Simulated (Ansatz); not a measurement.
Working through the interaction energy of a dimer with the counterpoise correction of FH2ISi, SMILES F[SiH2]I

Computed with Ansatz 0.2.0 through its Python package.

Notebook, run cell by cell (the value of a cell's last expression is shown):

```python
import ansatz
```

```python
BASIS_SET = "def2-SVP"
METHOD = "mp2"
```

```python
FIRST = [
    ("F", (-0.4262, -0.2476, 1.5875)),
    ("Si", (0.0943, -0.1193, 0.0802)),
    ("I", (-1.2732, 1.481, -1.2151)),
    ("H", (0.0919, -1.4459, -0.5571)),
    ("H", (1.513, 0.3316, 0.1046)),
]
SECOND = [
    ("F", (0.5923, 3.5709, -2.5867)),
    ("Si", (0.8593, 4.833, -3.5328)),
    ("I", (3.1825, 4.8549, -4.3761)),
    ("H", (0.5569, 6.0724, -2.799)),
    ("H", (-0.0932, 4.7795, -4.6758)),
]
```

```python
def energy(atoms, ghosts=()):
    molecule = ansatz.Crystal.molecule()
    for symbol, xyz in atoms:
        molecule = molecule.atom(symbol, xyz)
    calc = (
        molecule.calculation()
        .basis(gaussian=BASIS_SET)
        .correlation(METHOD)
    )
    deck = calc.input()
    if ghosts:
        deck = deck.set(ansatz.key.basis.gaussian.ghost_atoms, [{"symbol": s, "position_ang": list(xyz)} for s, xyz in ghosts])
    return ansatz.Session.from_dict(deck).plan().execute().report["free_energy_ev"]

both = energy(FIRST + SECOND)
alone = energy(FIRST) + energy(SECOND)
ghosted = energy(FIRST, SECOND) + energy(SECOND, FIRST)
print(f"dimer {both:.6f} eV")
print(f"interaction, uncorrected   {96.485332 * (both - alone):8.3f} kJ/mol")
print(f"interaction, counterpoise  {96.485332 * (both - ghosted):8.3f} kJ/mol")
print(f"basis-set superposition    {96.485332 * (alone - ghosted):8.3f} kJ/mol")
```

    dimer -37361.559325 eV
    interaction, uncorrected      6.083 kJ/mol
    interaction, counterpoise    11.390 kJ/mol
    basis-set superposition       5.307 kJ/mol

Uncorrected it is 6.083 kJ/mol, with the counterpoise correction 11.390 kJ/mol; the difference, 5.31 kJ/mol, is the superposition error. In this basis both values are repulsive.

What to keep in mind:
- Total energies depend on the basis set; only differences at equal settings carry meaning.
- The dimer is a generated trial pose of unrelaxed monomers, not a minimum, so the figure is no binding energy, and the basis set is small.
- def2 sets replace the cores of elements past krypton by effective core potentials.
- Hardware and time: 11 s on 1 thread of Arm Neoverse V2 (shared host), peak memory 0.4 GiB.

(Lines on the test bed's own set-up are left out of the output.)
